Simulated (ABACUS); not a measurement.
# ScSi2 under changes of volume

One of the cells (14.965 Å³/atom); the others are scaled copies at fixed shape and fractional positions:

```
CELL_PARAMETERS angstrom
3.66000 0.00000 0.00000
-1.83000 3.16965 0.00000
0.00000 0.00000 3.87000
ATOMIC_POSITIONS crystal
Sc 0.00000 0.00000 0.00000
Si 0.66667 0.33333 0.50000
Si 0.33333 0.66667 0.50000
```

- Program: ABACUS 3.10.1
- Functional: PBE
- Potentials or basis: PseudoDojo NC SR 0.4.1 PBE standard
- Cutoff: 1075 eV
- Density cutoff: 4299 eV
- Basis: plane waves
- k mesh: 8 × 8 × 7
- Occupations: fermi-dirac, width 0.05 eV
- Spin: no spin polarisation

```tsv
volume (Å³/atom)	energy over the lowest point (meV/atom)	pressure (GPa)
14.067	285.30	38.3
14.367	?	?
14.666	159.87	29.0
14.965	109.53	24.9
15.265	66.52	21.2
15.564	30.19	17.7
15.863	0.00	14.6
```

What does the run at 14.367 Å³/atom give?

Energy over the lowest point 218.21 meV/atom; pressure 33.5 GPa.

Worked out: A Birch-Murnaghan fit of order 3 (a polynomial in V^(-2/3)) to the other rows has no minimum within the range. It gives 218.08 meV/atom at 14.367 Å³/atom, against the run's 218.21, and -dE/dV = 33.5 GPa, against 33.5.

Energies are extrapolated to zero smearing.

Caveats: there are fewer bands than atomic start orbitals, so a level may be missed at k points of high symmetry.
